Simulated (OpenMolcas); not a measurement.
# AlClF2 (SMILES [F][Al]([F])[Cl]): RPBE/ANO-L-VDZP

Aim: the vertical singlet–triplet gap of AlClF2 at RPBE/ANO-L-VDZP, from 2 runs. 

The results are computed with OpenMolcas 26.06.

## (1) The system as given

The species is AlClF2 (4 atoms), meant as a singlet with charge 0. SMILES: `[F][Al]([F])[Cl]`. The shape comes from GFN2-xTB, which is rough for such elements, and wasn't checked as a minimum.

Bond lengths: F1–Al2 1.643 Å, Al2–F3 1.643 Å, Al2–Cl4 2.008 Å. Angles: F1–Al2–F3 112.9°, F1–Al2–Cl4 123.6°, F3–Al2–Cl4 123.5°.

## (2) A single-point energy at RPBE/ANO-L-VDZP

Input file job.input:

```
* AlClF2 Kohn-Sham DFT
>>> EXPORT MOLCAS_PRINT=2

&GATEWAY
  Coord
  4
  angstrom
  F        1.006510       0.678460       1.147330
  Al       0.032630      -0.023990       0.025420
  F        0.300970      -1.637440      -0.133960
  Cl      -1.340120       0.982970      -1.038790
  Basis=ANO-L-VDZP
  Group=NoSym

&SEWARD
  GridInput
  Grid=Fine
  End of Grid

&SCF
  KSDFT=2
  1.0 GGA_X_RPBE
  1.0 GGA_C_PBE
  PrOrbitals=0
```

Launch:

```bash
export MOLCAS_MEM=1860
pymolcas job.input > job.log
```

Output:

```text
--- Start Module: gateway ---
[...]
--- Stop Module: gateway /rc=_RC_ALL_IS_WELL_ ---
--- Start Module: seward ---
[...]
      Basis functions           64
--- Stop Module: seward /rc=_RC_ALL_IS_WELL_ ---
[...]
--- Start Module: scf ---
[...]
       Convergence after  14 Iterations
[...]
::    Total KS-DFT energy                            -902.5164669647
[...]
      Total spin, S                                     0.0000000000
[...]
      Total electronic charge=   48.000000
      Total            charge=   -0.000000
[...]
      Dipole Moment (debye):
      Origin of the operator (angstrom)=   -0.2115    0.1552   -0.1640
                   X= -1.0470E+00               Y=  7.6755E-01               Z= -8.1056E-01           Total=  1.5305E+00
      Quadrupole Moment (debye*angstrom):
[...]
--- Stop Module: scf /rc=_RC_ALL_IS_WELL_ ---
[...]
```

Run time: 7.5 s. Hardware: 1 thread of Arm Neoverse V2, shared host; peak memory 0.4 GiB.

## (3) The triplet, same level

Input file job.inp:

```
* AlClF2 Kohn-Sham DFT
&GATEWAY
Coord
4
angstrom
F        1.006510       0.678460       1.147330
Al       0.032630      -0.023990       0.025420
F        0.300970      -1.637440      -0.133960
Cl      -1.340120       0.982970      -1.038790
Basis = ANO-L-VDZP
Group = NoSym
&SEWARD
GridInput
Grid=Fine
End of Grid
&SCF
UHF
Spin = 3
KSDFT = 2
1.0 GGA_X_RPBE
1.0 GGA_C_PBE
PrOrbitals = 0
```

Launch:

```bash
export MOLCAS_MEM=1860
pymolcas job.inp > job.log
```

Output:

```text
--- Start Module: gateway ---
[...]
--- Stop Module: gateway /rc=_RC_ALL_IS_WELL_ ---
--- Start Module: seward ---
[...]
      Basis functions           64
--- Stop Module: seward /rc=_RC_ALL_IS_WELL_ ---
[...]
--- Start Module: scf ---
[...]
       Convergence after  29 Iterations
[...]
::    Total KS-DFT energy                            -902.2774790893
[...]
      Total spin, S                                     1.0012022463
[...]
      Total electronic charge=   48.000000
      Total            charge=   -0.000000
[...]
      Dipole Moment (debye):
      Origin of the operator (angstrom)=   -0.2115    0.1552   -0.1640
                   X= -2.0625E+00               Y=  1.5138E+00               Z= -1.6005E+00           Total=  3.0178E+00
      Quadrupole Moment (debye*angstrom):
[...]
--- Stop Module: scf /rc=_RC_ALL_IS_WELL_ ---
[...]
```

It took 13 s on 1 thread of Arm Neoverse V2, shared host; peak memory 0.4 GiB.

## (4) Results

At RPBE/ANO-L-VDZP:

```
                                        quantity          value
                           singlet: total energy  -902.51647 Eh
                          singlet: dipole moment         1.53 D
                            singlet: HOMO energy       -8.97 eV
                            singlet: LUMO energy       -2.54 eV
                          singlet: HOMO–LUMO gap        6.43 eV
                           triplet: total energy  -902.27748 Eh
                          triplet: dipole moment         3.02 D
     triplet: HOMO energy (highest over α and β)       -3.23 eV
                                   triplet: ⟨S²⟩          2.004
vertical energy of the triplet above the singlet       6.503 eV
```

What this shows: At this shape the triplet lies 6.50 eV (150 kcal/mol) above the singlet.
